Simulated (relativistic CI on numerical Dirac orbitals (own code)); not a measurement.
# Hf³⁺ (5d) in crystal fields: levels and magnetism

How does a crystal field split the 5d shell of Hf³⁺, and what follows for the ground state and χT? 6 fields tried.

The numbers are computed with relativistic CI on numerical Dirac orbitals (own code) version 1 (Dirac-Coulomb-Breit CI, KLI orbitals optimised for each configuration, model QED (radiative potential, 1s self-energy scaled to tabulated hydrogen-like ionisation energies), valence Slater integrals scaled by 0.9, one configuration in a parametric crystal field), except any that are marked as measured or tabulated.

### Step 1. The system

```
ion            : Hf³⁺ (Hf IV)
nuclear charge : 72
electrons      : 69
open shell     : 5d
Slater scale   : 0.9
field 1 (cm⁻¹) : Td, 10Dq = -18050
field 2 (cm⁻¹) : Td, 10Dq = -20600
field 3 (cm⁻¹) : Td, 10Dq = -23050
field 4 (cm⁻¹) : Td, 10Dq = -25550
field 5 (cm⁻¹) : Td, 10Dq = -28050
field 6 (cm⁻¹) : Td, 10Dq = -30550
```

Outer shells as boxes (Hund's rule):

[Xe] 4f14 5d1
```
[Xe] core
4f [↑↓][↑↓][↑↓][↑↓][↑↓][↑↓][↑↓]
5d [↑ ][  ][  ][  ][  ]
```

### Step 2. Field 1: Td, 10Dq = -18050

Settings, as recorded:

```ini
atom Hf  Z=72  charge=3  electrons=69
nucleus A=180  rms_radius_fm=5.3470
hamiltonian dirac-coulomb  breit=on  qed=on  c_scale=1
orbitals kli  potential=per-configuration
slater_scale 0.9
correlation none
mixing on
configurations
  [Xe] 4f14 5d
end
crystal_field Td 10Dq=-18050
```

### Step 3. Field 2: Td, 10Dq = -20600

Settings: those of step 2 with these lines changed.

```diff
@@ -10,2 +10,2 @@
 end
-crystal_field Td 10Dq=-18050
+crystal_field Td 10Dq=-20600
```

### Step 4. Field 3: Td, 10Dq = -23050

Settings: those of step 3 with these lines changed.

```diff
@@ -10,2 +10,2 @@
 end
-crystal_field Td 10Dq=-20600
+crystal_field Td 10Dq=-23050
```

### Step 5. Field 4: Td, 10Dq = -25550

Settings: those of step 4 with these lines changed.

```diff
@@ -10,2 +10,2 @@
 end
-crystal_field Td 10Dq=-23050
+crystal_field Td 10Dq=-25550
```

### Step 6. Field 5: Td, 10Dq = -28050

Settings: those of step 5 with these lines changed.

```diff
@@ -10,2 +10,2 @@
 end
-crystal_field Td 10Dq=-25550
+crystal_field Td 10Dq=-28050
```

### Step 7. Field 6: Td, 10Dq = -30550

Settings: those of step 6 with these lines changed.

```diff
@@ -10,2 +10,2 @@
 end
-crystal_field Td 10Dq=-28050
+crystal_field Td 10Dq=-30550
```

(Steps that only read results are left out.)

Before running it: what results should come out? Wanted: ground spin.

**Answer**, as computed:

| field | ground state | degeneracy | S | J | first gap (cm⁻¹) | stabilisation (cm⁻¹) | χT at 2 K | χT at 300 K |
| --- | --- | --- | --- | --- | --- | --- | --- | --- |
| 1: Td | G8 | 4 | 0.50 | 2.04 | 17688 | -8684 | 0.259 | 0.276 |
| 2: Td | G8 | 4 | 0.50 | 2.05 | 20185 | -10187 | 0.272 | 0.286 |
| 3: Td | G8 | 4 | 0.50 | 2.06 | 22595 | -11637 | 0.281 | 0.295 |
| 4: Td | G8 | 4 | 0.50 | 2.07 | 25062 | -13121 | 0.290 | 0.302 |
| 5: Td | G8 | 4 | 0.50 | 2.08 | 27535 | -14607 | 0.297 | 0.308 |
| 6: Td | G8 | 4 | 0.50 | 2.08 | 30012 | -16096 | 0.303 | 0.313 |

χT is in cm³ K/mol; stabilisation counts from the free ion's lowest level; S and J come from the expectation values of their squares.

| quantity | value |
| --- | --- |
| ground spin (effective S from ⟨S²⟩) | 1: 0.50, 2: 0.50, 3: 0.50, 4: 0.50, 5: 0.50, 6: 0.50 |
| χT at 300 K | 0.28 to 0.31 cm³ K/mol |

All fields leave the ground state at S = 1/2. The field is a set of parameters, without covalency or charge transfer.
